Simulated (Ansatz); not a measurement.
# CH5ClNOTa: one species, many methods

An exercise on one series of results from a longer session: the logs are not shown, and one member is left open.

The runs use Ansatz 0.2.0, Gaussian basis; functionals in def2-TZVPP, the program's frozen cores in correlated methods.

Plan: LDA (SPW92), PBE-D4, revPBE-D4, BLYP-D4, r2SCAN-D4, B97M-V, PBE0-D4, B3LYP-D4, r2SCANh-D4, r2SCAN0-D4, HSE06-D4, BHLYP-D4, CAM-B3LYP-D4, LC-ωPBE, ωB97X-V, ωB97M-V, B2PLYP, PBE-QIDH; CCSD(T)/def2-SVP; CCSD(T)/def2-TZVPP; MP2/def2-QZVPP; extrapolation to the limit; RPA on PBE.

### Structure used throughout

An earlier PBE0-D4 in a triple-zeta def2 set relaxation fixed the geometry. Ta takes the def2 core potential; no spin-orbit term is included.

SMILES `[CH3][Ta](=[NH])([OH])[Cl]`, 10 atoms, charge 0, spin multiplicity 1.

Atoms are counted from 1 here; the program's logs count them from 0.

Bond lengths: C1–Ta2 2.151 Å, C1–H6 1.093 Å, C1–H7 1.095 Å, C1–H8 1.097 Å, Ta2–N3 1.759 Å, Ta2–O4 1.905 Å, Ta2–Cl5 2.319 Å, N3–H9 1.006 Å, O4–H10 0.958 Å. Angles: Ta2–C1–H6 112.1°, Ta2–C1–H7 109.3°, Ta2–C1–H8 110.7°, H6–C1–H7 107.5°, H6–C1–H8 108.7°, H7–C1–H8 108.4°, C1–Ta2–N3 103.2°, C1–Ta2–O4 106.6°, C1–Ta2–Cl5 108.0°, N3–Ta2–O4 108.4°, N3–Ta2–Cl5 112.7°, O4–Ta2–Cl5 116.8°, Ta2–N3–H9 174.6°, Ta2–O4–H10 130.7°.

The first run:

in.yaml

```yaml
crystal:
  periodic: [false, false, false]
  atoms:
    - {symbol: C, position_ang: [-1.348537, -0.278437, -0.536378]}
    - {symbol: Ta, position_ang: [0.532209, 0.383826, 0.271504]}
    - {symbol: N, position_ang: [0.681303, -0.546690, 1.756488]}
    - {symbol: O, position_ang: [1.881049, -0.196947, -0.941535]}
    - {symbol: Cl, position_ang: [0.383793, 2.666176, 0.657323]}
    - {symbol: H, position_ang: [-1.377567, -1.361892, -0.676564]}
    - {symbol: H, position_ang: [-2.153609, -0.013998, 0.157715]}
    - {symbol: H, position_ang: [-1.549005, 0.206236, -1.499400]}
    - {symbol: H, position_ang: [0.859343, -1.083110, 2.588625]}
    - {symbol: H, position_ang: [2.174122, 0.173638, -1.774878]}
basis:
  gaussian: {orbitals: def2-TZVPP}
hamiltonian: {xc: lda}
output: {orbitals: {seedname: orbitals}}
```

Command:

```bash
> ansatz run in.yaml --threads 4 --pin off --events-out ev --progress --plain --max-ram 10444MiB
```

Steps of the session up to this table: LDA; PBE-D4 (GGA); revPBE-D4 (GGA); BLYP-D4 (GGA); r2SCAN-D4 (meta-GGA); B97M-V (meta-GGA); PBE0-D4 (hybrid); B3LYP-D4 (hybrid); r2SCANh-D4 (hybrid); r2SCAN0-D4 (hybrid); HSE06-D4 (hybrid); BHLYP-D4 (hybrid); CAM-B3LYP-D4 (range-separated); LC-ωPBE (range-separated); ωB97X-V (range-separated); ωB97M-V (range-separated); B2PLYP (double hybrid); PBE-QIDH (double hybrid).

One of the session's tables, all rows but one given; the rest of the session is left out.

It belongs to the step «Orbital energies across the functionals». 

```
  functional  HOMO (eV)  gap (eV)
 LDA (SPW92)      -6.54      4.04
      PBE-D4      -6.35      4.09
   revPBE-D4      -6.28      4.12
     BLYP-D4      -6.20      4.06
   r2SCAN-D4      -6.62      4.54
      B97M-V      -6.64      4.59
     PBE0-D4      -7.70      6.31
    B3LYP-D4      -7.45      5.82
  r2SCANh-D4      -7.13      5.37
  r2SCAN0-D4      -7.89      6.61
    HSE06-D4      -7.30      5.53
    BHLYP-D4      -8.91      8.52
CAM-B3LYP-D4      -9.07      8.78
     LC-ωPBE     -10.46     11.36
     ωB97X-V     -10.09     10.88
     ωB97M-V          ?         ?
```

**Question.** Estimate the row for ωB97M-V.

As computed: HOMO (eV): -10.00; gap (eV): 10.69. In the column «HOMO (eV)» it lies between ωB97X-V (-10.09) and CAM-B3LYP-D4 (-9.07).
